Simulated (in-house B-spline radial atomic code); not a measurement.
# Zn²⁸⁺: partial-wave convergence of RPA

Question: how well does an (l+1/2)^-4 tail repair a low cut on the partial waves for Zn²⁸⁺ (Hartree-Fock start)?

Program: an in-house B-spline radial atomic code, version 1. Level of theory: RPA, second order, AC-SOSEX and G0W0 (contour deformation) on a scalar-relativistic mean field, all electrons; no spin-orbit coupling, Breit or QED terms, no two-electron picture change. These are calculated values, not measurements, unless marked.

## 1. The atom as given

```
element        : zinc (Z = 30)
charge         : +28
electrons      : 2
configuration  : 1s2
Hamiltonian    : scalar-relativistic (spin-free one-electron X2C), finite nucleus
values of lmax : 2, 3, 4, 5, 6, 7, 8, 9, 10, 11
```

Outer shells as boxes (Hund's rule):

Zn28+
```
1s [↑↓]
```

## 2. Run with lmax = 2

Settings of the run:

```ini
Z = 30
electrons = 2.0
configuration = 1s2
hamiltonian = x2c
method = hf
lmax = 2
rms_radius = 3.9283
spin_polarised = False
box_radius = 3.2
intervals = 63
```

Command:

```bash
> python run_gw.py task.json out
```

task.json lists these runs, among others, and the program works through them in turn.

After this run come: Run with lmax = 3; Run with lmax = 4; Run with lmax = 5; Run with lmax = 6; Run with lmax = 7; Run with lmax = 8; Run with lmax = 9; Run with lmax = 10; Run with lmax = 11.

Q: Predict the outcome of this session. Wanted: highest level, mean field; highest level, G0W0; RPA correlation energy; RPA+SOSEX.

**Answer**, as computed:

| quantity | value |
| --- | --- |
| highest level, mean field (range over the runs) | -11875.936 eV |
| highest level, G0W0 (range over the runs) | -11875.465 to -11875.442 eV |
| RPA correlation energy | -0.09935 to -0.09863 hartree |
| RPA+SOSEX | -0.0497 to -0.0493 hartree |
| tabulated theoretical ionisation energy (1s shell) | 11865 eV (NIST Atomic Spectra Database, ionization energies) |
| G0W0 removal energy less that value | +10.5 eV |

**Reading.** At lmax = 2 the plain sum holds 95.4 % of the last extrapolated value, at lmax = 11 it holds 99.9 %. With the tail added, the runs differ from the last by up to 0.7 %, and from lmax = 3 on all values lie within 0.5 % of the last; the plain sum reaches 99 % at lmax = 5. The extrapolated value still moves by 0.0013 millihartree in the last step. The G0W0 level varies by 0.023 eV over the range. At the highest cut G0W0 misses the tabulated theoretical ionisation energy, 11865 eV, by +10.5 eV (+0.089 %). QED terms are left out, and with more than one electron Breit and picture-change terms too; in so highly charged an ion they add to the miss.
